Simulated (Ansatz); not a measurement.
# BBrH5N: single point in a Gaussian basis from a Python script

Aim: a single point in a Gaussian basis, for BBrH5N, run from a script. SMILES: [NH3+][BH2-]Br.

Program: Ansatz 0.2.0, driven from Python. Level of theory: r2SCAN/cc-pVDZ. These are calculated values, not measurements.

## (1) Starting point

Bond lengths: N1–B2 1.534 Å, B2–Br3 2.013 Å, N1–H4 1.045 Å, N1–H5 1.045 Å, N1–H6 1.045 Å, B2–H7 1.192 Å, B2–H8 1.192 Å. Angles: N1–B2–Br3 110.0°, N1–B2–H7 109.7°, N1–B2–H8 109.7°, Br3–B2–H7 109.1°, Br3–B2–H8 109.1°, H7–B2–H8 109.1°, B2–N1–H4 109.6°, B2–N1–H5 109.3°, B2–N1–H6 109.6°, H4–N1–H5 109.3°, H4–N1–H6 109.6°, H5–N1–H6 109.3°.

No structure file is read: the coordinates are typed or built in the script.

## (2) Script

Input file energy.py:

```python
"""Electronic structure of the BBrH5N molecule."""

import logging
import sys

import ansatz
import numpy as np
import pandas as pd

logging.basicConfig(stream=sys.stdout, format="%(name)s: %(message)s")
log = logging.getLogger("run")
log.setLevel(logging.INFO)

GEOMETRY = """
N    -0.79920    0.21170    0.05050
B     0.62610   -0.33030   -0.11720
Br    1.95830    1.00140    0.59370
H    -0.99400    0.37950    1.06330
H    -1.48090   -0.48720   -0.32150
H    -0.89870    1.10730   -0.47860
H     0.74000   -1.35500    0.48170
H     0.84840   -0.52740   -1.27190
"""

system = ansatz.Crystal.molecule()
for line in GEOMETRY.strip().splitlines():
    symbol, *xyz = line.split()
    system = system.atom(symbol, [float(v) for v in xyz])

model = (
    system.calculation()
    .basis(gaussian="cc-pVDZ")
    .functional("r2scan")
    .forces()
)
trace = []
result = model.session().plan().execute(on_event=trace.append)
rep = result.report
for event in trace:
    if event["event"] == "mean_field_evaluation" and event["data"]["evaluation"] <= 25:
        log.info("pass {evaluation:3d}  E = {energy_ev:.6f} eV  gradient {gradient_ev:.1e}".format(**event["data"]))

log.info("reference energy %16.6f eV" % rep["reference_energy_ev"])
log.info("total energy     %16.6f eV" % rep["free_energy_ev"])
print("occupied orbitals outside the frozen core (up, down):", rep["n_occupied"], " frozen:", rep["n_frozen"], " virtual:", rep["n_virtual"])

field = rep["mean_field"]
print("<S^2> =", round(abs(field["state"]["spin_squared"]), 4), " all-electron relativity setting:", field["relativity"])
print("passes:", field["passes"])
if "symmetry" in field:
    print("occupied orbitals by irrep:", field["symmetry"]["occupied"])

symbols = [site.symbol for site in system.cartesian_sites]
log.info("forces (eV/A)")
for symbol, f in zip(symbols, rep["forces_ev_ang"]):
    log.info(f"  {symbol:2s} {f[0]:9.4f} {f[1]:9.4f} {f[2]:9.4f}")

charges = rep["charge_distribution"]
table = pd.DataFrame({"atom": symbols, "mulliken": charges["mulliken_charges_e"], "lowdin": charges["lowdin_charges_e"]})
print(table.round(3).to_string())
print("dipole (e A):", np.round(charges["dipole_moment_e_ang"], 4) + 0.0)
```

## (3) Running it

The run is started by

```sh
> python energy.py
```

Without the output at hand: what should come out? Wanted: total energy; largest force; dipole moment.

As calculated:

| quantity | value |
| --- | --- |
| total energy | -72293.0604 eV |
| largest force | 1.823 eV/Å |
| dipole moment | 6.83 D |

What this shows: Forces reach 1.82 eV/Å, so the atoms aren't at rest. Caveats:
- The geometry is a force-field or estimated start, not a minimum of this method, and the basis set is short of its limit.
- The Löwdin charges here are taken after orthogonalising the functions within each atom; they differ from plain Löwdin charges, and their signs can be unphysical.
- Early passes use coarser integrals and grids, so their energies can't be compared with the last.
